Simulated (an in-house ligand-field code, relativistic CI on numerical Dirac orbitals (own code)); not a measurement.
# d5 in a ligand field: terms for several parameter sets

Aim: the terms of a d5 shell from Racah B and C, spin-orbit ζ and the field, by exact diagonalisation.

Program: an in-house ligand-field code version 1. Level of theory: parametric ligand-field model of a d^n configuration (Racah B and C, spin-orbit zeta, crystal field), exact diagonalisation. These are calculated values, not measurements, unless marked.

### Step 1. What is computed

- shell: d5
- set 1 (cm⁻¹): B = 730, C = 2620, ζ = 730, Oh, 10Dq = 6700
- set 2 (cm⁻¹): B = 760, C = 3210, ζ = 4250, Oh, 10Dq = 36450
- set 3 (cm⁻¹): B = 680, C = 2640, ζ = 4150, Oh, 10Dq = 13600
- set 4 (cm⁻¹): B = 1120, C = 5550, ζ = 250, Oh, 10Dq = 17450
- set 5 (cm⁻¹): B = 480, C = 2090, ζ = 2200, Oh, 10Dq = 12850
- set 6 (cm⁻¹): B = 340, C = 1270, ζ = 620, Oh, 10Dq = 15900
- set 7 (cm⁻¹): B = 520, C = 1830, ζ = 3100, Oh, 10Dq = 9400
- set 8 (cm⁻¹): B = 1080, C = 4520, ζ = 1050, Oh, 10Dq = 10450

### Step 2. Set 1

Settings of the run:

```ini
n = 5
racah_B = 730  # cm-1
racah_C = 2620  # cm-1
zeta = 730  # cm-1
symmetry = Oh
field = {"10Dq": 6700}  # cm-1
```

### Step 3. Set 2

Settings of the run:

```ini
n = 5
racah_B = 760  # cm-1
racah_C = 3210  # cm-1
zeta = 4250  # cm-1
symmetry = Oh
field = {"10Dq": 36450}  # cm-1
```

### Step 4. Set 3

Settings of the run:

```ini
n = 5
racah_B = 680  # cm-1
racah_C = 2640  # cm-1
zeta = 4150  # cm-1
symmetry = Oh
field = {"10Dq": 13600}  # cm-1
```

### Step 5. Set 4

Settings of the run:

```ini
n = 5
racah_B = 1120  # cm-1
racah_C = 5550  # cm-1
zeta = 250  # cm-1
symmetry = Oh
field = {"10Dq": 17450}  # cm-1
```

### Step 6. Set 5

Settings of the run:

```ini
n = 5
racah_B = 480  # cm-1
racah_C = 2090  # cm-1
zeta = 2200  # cm-1
symmetry = Oh
field = {"10Dq": 12850}  # cm-1
```

### Step 7. Set 6

Settings of the run:

```ini
n = 5
racah_B = 340  # cm-1
racah_C = 1270  # cm-1
zeta = 620  # cm-1
symmetry = Oh
field = {"10Dq": 15900}  # cm-1
```

### Step 8. Set 7

Settings of the run:

```ini
n = 5
racah_B = 520  # cm-1
racah_C = 1830  # cm-1
zeta = 3100  # cm-1
symmetry = Oh
field = {"10Dq": 9400}  # cm-1
```

### Step 9. Set 8

Settings of the run:

```ini
n = 5
racah_B = 1080  # cm-1
racah_C = 4520  # cm-1
zeta = 1050  # cm-1
symmetry = Oh
field = {"10Dq": 10450}  # cm-1
```

(Steps that only read results are left out.)

**Question.** What will these runs give? Wanted: lowest spin-orbit levels; sets at their largest spin, of those that allow S over 1.

As calculated:

| set | 10Dq/B (size) | lowest | S | electrons in z² and x²-y² | next level (cm⁻¹) |
| --- | --- | --- | --- | --- | --- |
| 1: Oh | 9.2 | G7 | 2.49 | 2.00 | G8 0.11 |
| 2: Oh | 48.0 | G7 | 0.62 | 0.14 | G8 8082 |
| 3: Oh | 20.0 | G7 | 1.58 | 1.06 | G8 2342 |
| 4: Oh | 15.6 | G7+G8 | 2.50 | 2.00 | G7 25664 |
| 5: Oh | 26.8 | G7 | 1.15 | 0.59 | G8 2411 |
| 6: Oh | 46.8 | G7 | 0.52 | 0.05 | G8 1111 |
| 7: Oh | 18.1 | G7 | 1.60 | 1.09 | G8 1684 |
| 8: Oh | 9.7 | G7 | 2.50 | 2.00 | G8 0.08 |

| quantity | value |
| --- | --- |
| lowest spin-orbit levels | 1: G7, 2: G7, 3: G7, 4: G7+G8, 5: G7, 6: G7, 7: G7, 8: G7 |
| sets at their largest spin, of those that allow S over 1 | 1, 4, 8 |

**Reading.** 3 of 8 sets have the highest spin that their shell allows, S = 5/2. With spin-orbit coupling the labels are those of spin-orbit levels, not of terms, and S is an average from the expectation value of its square. B, C and the field are free parameters here, not those of a compound.
